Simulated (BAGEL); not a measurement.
# GeHCl3 (SMILES [Cl][GeH]([Cl])[Cl]): a chain of runs

Aim: the energy (HF/def2-SV(P)), then the energy (NEVPT2(2,2)/def2-SV(P)), then the energy (CASPT2(2,2)/def2-SV(P)) of GeHCl3. 

Program for the calculation: BAGEL 1.2.2.

## (1) The molecule

GeHCl3: 5 atoms, total charge 0, spin state singlet. As SMILES, `[Cl][GeH]([Cl])[Cl]`. Geometry: relaxed at PBE0-D4/def2-TZVP.

Bond lengths: Cl1–Ge2 2.126 Å, Ge2–Cl3 2.126 Å, Ge2–Cl4 2.126 Å, Ge2–H5 1.525 Å. Angles: Cl1–Ge2–Cl3 108.5°, Cl1–Ge2–Cl4 108.5°, Cl3–Ge2–Cl4 108.5°, Cl1–Ge2–H5 110.4°, Cl3–Ge2–H5 110.5°, Cl4–Ge2–H5 110.5°.

## (2) The energy at HF/def2-SV(P) (density fitting with svp-jkfit) (run 1)

Input file hf.json:

```json
{ "bagel" : [

{
  "title" : "molecule",
  "basis" : "def2-sv_p_.json",
  "df_basis" : "svp-jkfit",
  "angstrom" : true,
  "geometry" : [
    { "atom" : "Cl", "xyz" : [      -1.177707,      -0.012801,       1.700709 ] },
    { "atom" : "Ge", "xyz" : [       0.102400,       0.090600,       0.006200 ] },
    { "atom" : "Cl", "xyz" : [       1.117900,      -1.767600,      -0.185300 ] },
    { "atom" : "Cl", "xyz" : [      -1.095100,       0.385600,      -1.725800 ] },
    { "atom" : "H", "xyz" : [       1.102600,       1.230700,       0.163000 ] }
  ]
},

{ "title" : "hf", "charge" : 0 },

{ "title" : "print", "file" : "orbitals.molden", "orbitals" : true }

]}
```

The basis set def2-SV(P) is read from a file made from the Basis Set Exchange's data (not shown).

Command:

```
BAGEL_NUM_THREADS=1 BAGEL hf.json > hf.out
```

What it wrote:

```text
* using 1 threads per process

  ===============================================================
  ===============================================================

  *** Geometry ***

  { "atom" : "Cl", "xyz" : [     -2.225544,     -0.024190,      3.213874 ] },
  { "atom" : "Ge", "xyz" : [      0.193508,      0.171209,      0.011716 ] },
  { "atom" : "Cl", "xyz" : [      2.112525,     -3.340280,     -0.350166 ] },
  { "atom" : "Cl", "xyz" : [     -2.069439,      0.728678,     -3.261289 ] },
  { "atom" : "H", "xyz" : [      2.083612,      2.325686,      0.308025 ] },

  Number of auxiliary basis functions:      668

  Since a DF basis is specified, we compute 2- and 3-index integrals:
    o Being stored without compression. Storage requirement is 0.041 GB

  Number of basis functions:       88
  Number of electrons      :       84

    * METHOD: MOLECULE                             0.49

  *** RHF ***

  === Nuclear Repulsion ===
   559.1846069769

      * DIIS with orbital gradients will be used.

  === RHF iteration (def2-sv_p_.json) ===
      0      -3453.81158036          0.00834855           0.26
      1      -3453.86344370          0.00475848           0.25
      2      -3453.87949490          0.00073566           0.25
      3      -3453.88005989          0.00027080           0.25
      4      -3453.88013298          0.00004660           0.24
      5      -3453.88013710          0.00001429           0.25
      6      -3453.88013753          0.00000397           0.25
      7      -3453.88013756          0.00000053           0.25
      8      -3453.88013756          0.00000020           0.24
      9      -3453.88013756          0.00000007           0.24
     10      -3453.88013756          0.00000002           0.24
     11      -3453.88013756          0.00000001           0.24
    * SCF iteration converged.

    * Permanent dipole moment:
           (   -0.424527,    -0.483906,    -0.066433) a.u.

    * METHOD: HF                                   3.39

    * METHOD: PRINT                                0.02

  ===============================================================
```

Run time: 4.2 s. Hardware: 1 thread of Arm Neoverse V1, shared host; peak memory 0.19 GiB.

## (3) The energy at NEVPT2(2,2)/def2-SV(P) (density fitting with svp-jkfit) (run 2)

Input file input.json:

```json
{ "bagel" : [

{
  "title" : "molecule",
  "basis" : "def2-sv_p_.json",
  "df_basis" : "svp-jkfit",
  "angstrom" : true,
  "geometry" : [
    { "atom" : "Cl", "xyz" : [   -1.177707,   -0.012801,    1.700709 ] },
    { "atom" : "Ge", "xyz" : [    0.102400,    0.090600,    0.006200 ] },
    { "atom" : "Cl", "xyz" : [    1.117900,   -1.767600,   -0.185300 ] },
    { "atom" : "Cl", "xyz" : [   -1.095100,    0.385600,   -1.725800 ] },
    { "atom" : "H", "xyz" : [    1.102600,    1.230700,    0.163000 ] }
  ]
},
{ "title" : "hf" },
{ "title" : "nevpt2", "nstate" : 1, "nact" : 2, "nclosed" : 41, "active" : [36, 44], "maxiter" : 200, "natocc" : true, "ncore" : 24 },
{ "title" : "print", "file" : "orbitals.molden", "orbitals" : true }

]}
```

The basis set def2-SV(P) is read from a file made from the Basis Set Exchange's data (not shown).

Command:

```
BAGEL_NUM_THREADS=1 BAGEL input.json > input.out
```

What it wrote:

```text
* using 1 threads per process

  ===============================================================
  ===============================================================

  *** Geometry ***

[... 29 lines left out ...]
    * SCF iteration converged.
[... 1 line left out ...]
    * Permanent dipole moment:
[... 28 lines left out ...]
    * Second-order optimization converged. *
[... 9 lines left out ...]
     * ci vector, state   0, <S^2> = 0.0000
       2.     0.9957677797
       .2    -0.0919049995

  === DF-NEVPT2 calculation ===

    * 3-index integral transformation done
    * assembly done

      NEVPT2 correlation energy:   -0.5984519394      0.18

          (+0)     -0.5087830142
          (+0)'    -0.0267016676
          (+1)     -0.0157460136
          (+1)'    -0.0000000000
          (+2)     -0.0011486631
          (-1)     -0.0399776824
          (-1)'     0.0000000000
          (-2)     -0.0060948986

      NEVPT2 total energy:       -3454.4886815588

    * METHOD: NEVPT2                              22.23

    * METHOD: PRINT                                0.02

  ===============================================================
```

Run time: 26 s. Hardware: 1 thread of Arm Neoverse V1, shared host; peak memory 0.21 GiB.

## (4) The energy at CASPT2(2,2)/def2-SV(P) (density fitting with svp-jkfit) (run 3)

Input file input.json:

```json
{ "bagel" : [

{
  "title" : "molecule",
  "basis" : "def2-sv_p_.json",
  "df_basis" : "svp-jkfit",
  "angstrom" : true,
  "geometry" : [
    { "atom" : "Cl", "xyz" : [      -1.177707,      -0.012801,       1.700709 ] },
    { "atom" : "Ge", "xyz" : [       0.102400,       0.090600,       0.006200 ] },
    { "atom" : "Cl", "xyz" : [       1.117900,      -1.767600,      -0.185300 ] },
    { "atom" : "Cl", "xyz" : [      -1.095100,       0.385600,      -1.725800 ] },
    { "atom" : "H", "xyz" : [       1.102600,       1.230700,       0.163000 ] }
  ]
},

{
  "title" : "hf"
},

{
  "title" : "casscf",
  "nstate" : 1,
  "nact" : 2,
  "nclosed" : 41,
  "active" : [36, 44],
  "maxiter" : 200,
  "natocc" : true
},

{
  "title" : "print",
  "file" : "orbitals.molden",
  "orbitals" : true
},

{
  "title" : "smith",
  "method" : "caspt2",
  "ms" : true,
  "xms" : true,
  "sssr" : true,
  "shift" : 0.2,
  "shift_imag" : true,
  "ncore" : 24
}

]}
```

The basis set def2-SV(P) is read from a file made from the Basis Set Exchange's data (not shown).

Command:

```
BAGEL_NUM_THREADS=1 BAGEL input.json > input.out
```

What it wrote:

```text
* using 1 threads per process

  ===============================================================
  ===============================================================

  *** Geometry ***

[... 31 lines left out ...]
    * Permanent dipole moment:
[... 37 lines left out ...]
     * ci vector, state   0, <S^2> = 0.0000
[... 21 lines left out ...]
       #      aibj      arbs      arbi      airj      risj      airs      arst      rist         Etot      error   time
[... 9 lines left out ...]
      ------------------------------------------------------------------------------------------------------------------

    * CASPT2 energy : state  0    -3454.4897548510
        w/o shift correction      -3454.4868656920
        reference weight              0.8394863594

    * METHOD: SMITH                                1.05

  ===============================================================
```

Run time: 27 s. Hardware: 1 thread of Arm Neoverse V1, shared host; peak memory 0.22 GiB.

## (5) What came out

```
                                   quantity           value
         run 1, HF/def2-SV(P): total energy  -3453.88014 Eh
        run 1, HF/def2-SV(P): dipole moment          1.64 D
          run 1, HF/def2-SV(P): HOMO energy       -12.66 eV
          run 1, HF/def2-SV(P): LUMO energy         3.04 eV
        run 1, HF/def2-SV(P): HOMO–LUMO gap        15.70 eV
run 2, NEVPT2(2,2)/def2-SV(P): total energy  -3454.48868 Eh
run 3, CASPT2(2,2)/def2-SV(P): total energy  -3454.48975 Eh
```
